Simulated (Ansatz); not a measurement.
# C₂H₅Cl₂Ga: up Jacob's ladder to CCSD(T)

An exercise on one series of results from a longer session: the logs are not shown, and one member is left open.

The runs use Ansatz 0.2.0, Gaussian basis; functionals in def2-TZVPP, the program's frozen cores in correlated methods.

Plan: LDA (SPW92), PBE-D4, revPBE-D4, BLYP-D4, r2SCAN-D4, B97M-V, PBE0-D4, B3LYP-D4, r2SCANh-D4, r2SCAN0-D4, HSE06-D4, BHLYP-D4, CAM-B3LYP-D4, LC-ωPBE, ωB97X-V, ωB97M-V, B2PLYP, PBE-QIDH; CCSD(T)/def2-SVP; CCSD(T)/def2-TZVPP; MP2/def2-QZVPP; extrapolation to the limit; RPA on PBE.

## The geometry

The geometry comes from an earlier relaxation with PBE0-D4 in a triple-zeta def2 set; it is a stationary point, not always the lowest conformer.

10 atoms, charge 0, spin multiplicity 1.

Atoms are counted from 1 here; the program's logs count them from 0.

Bond lengths: Cl1–C2 1.767 Å, C2–Cl3 1.825 Å, C2–C4 1.501 Å, C2–H6 1.088 Å, C4–Ga5 2.009 Å, C4–H7 1.093 Å, C4–H8 1.091 Å, Ga5–H9 1.566 Å, Ga5–H10 1.569 Å. Angles: Cl1–C2–Cl3 109.2°, Cl1–C2–C4 112.6°, Cl1–C2–H6 106.5°, Cl3–C2–C4 107.3°, Cl3–C2–H6 104.3°, C4–C2–H6 116.5°, C2–C4–Ga5 104.9°, C2–C4–H7 108.6°, C2–C4–H8 110.2°, Ga5–C4–H7 108.4°, Ga5–C4–H8 115.9°, H7–C4–H8 108.6°, C4–Ga5–H9 119.7°, C4–Ga5–H10 117.8°, H9–Ga5–H10 122.3°.

Coordinates:

```xyz
10

Cl   -1.40634   -0.97082    1.68541
C    -0.04094   -1.08131    0.56922
Cl    1.43033   -0.33122    1.34545
C    -0.28697   -0.35032   -0.71876
Ga    0.22923    1.55371   -0.34004
H     0.20708   -2.13713    0.48730
H     0.39055   -0.74655   -1.47966
H    -1.31396   -0.50780   -1.05052
H    -0.59663    2.39069    0.69380
H     1.38765    2.18076   -1.19222
```

Set-up of the first run:

Input file in.yaml:

```yaml
crystal:
  periodic: [false, false, false]
  atoms:
    - {symbol: Cl, position_ang: [-1.406337, -0.970824, 1.685408]}
    - {symbol: C, position_ang: [-0.040936, -1.081311, 0.569224]}
    - {symbol: Cl, position_ang: [1.430330, -0.331218, 1.345445]}
    - {symbol: C, position_ang: [-0.286969, -0.350324, -0.718755]}
    - {symbol: Ga, position_ang: [0.229228, 1.553706, -0.340039]}
    - {symbol: H, position_ang: [0.207075, -2.137132, 0.487302]}
    - {symbol: H, position_ang: [0.390554, -0.746545, -1.479658]}
    - {symbol: H, position_ang: [-1.313960, -0.507805, -1.050519]}
    - {symbol: H, position_ang: [-0.596632, 2.390687, 0.693798]}
    - {symbol: H, position_ang: [1.387647, 2.180758, -1.192216]}
basis:
  gaussian: {orbitals: def2-TZVPP}
hamiltonian: {xc: lda}
output: {orbitals: {seedname: orbitals}}
```

On the command line:

```sh
> ansatz run in.yaml --threads 4 --pin off --events-out ev --progress --plain --max-ram 10444MiB
```

Steps of the session up to this table: LDA; PBE-D4 (GGA); revPBE-D4 (GGA); BLYP-D4 (GGA); r2SCAN-D4 (meta-GGA); B97M-V (meta-GGA); PBE0-D4 (hybrid); B3LYP-D4 (hybrid); r2SCANh-D4 (hybrid); r2SCAN0-D4 (hybrid); HSE06-D4 (hybrid); BHLYP-D4 (hybrid); CAM-B3LYP-D4 (range-separated); LC-ωPBE (range-separated); ωB97X-V (range-separated); ωB97M-V (range-separated); B2PLYP (double hybrid); PBE-QIDH (double hybrid).

One of the session's tables, all rows but one given; the rest of the session is left out.

It belongs to the step «Frontier levels by functional». 

```
  functional  HOMO (eV)  gap (eV)
 LDA (SPW92)      -6.87      4.65
      PBE-D4      -6.74      4.80
   revPBE-D4          ?         ?
     BLYP-D4      -6.60      4.77
   r2SCAN-D4      -7.03      5.35
      B97M-V      -7.09      5.30
     PBE0-D4      -7.96      6.89
    B3LYP-D4      -7.75      6.42
  r2SCANh-D4      -7.48      6.12
  r2SCAN0-D4      -8.16      7.25
    HSE06-D4      -7.56      6.12
    BHLYP-D4      -9.10      8.83
CAM-B3LYP-D4      -9.30      9.16
     LC-ωPBE     -10.66     11.70
     ωB97X-V     -10.31     11.20
     ωB97M-V     -10.15     10.80
```

Q: Estimate the row for revPBE-D4 from the others.

**Answer.** HOMO (eV): -6.68; gap (eV): 4.87. In the column «HOMO (eV)» it lies between PBE-D4 (-6.74) and BLYP-D4 (-6.60).
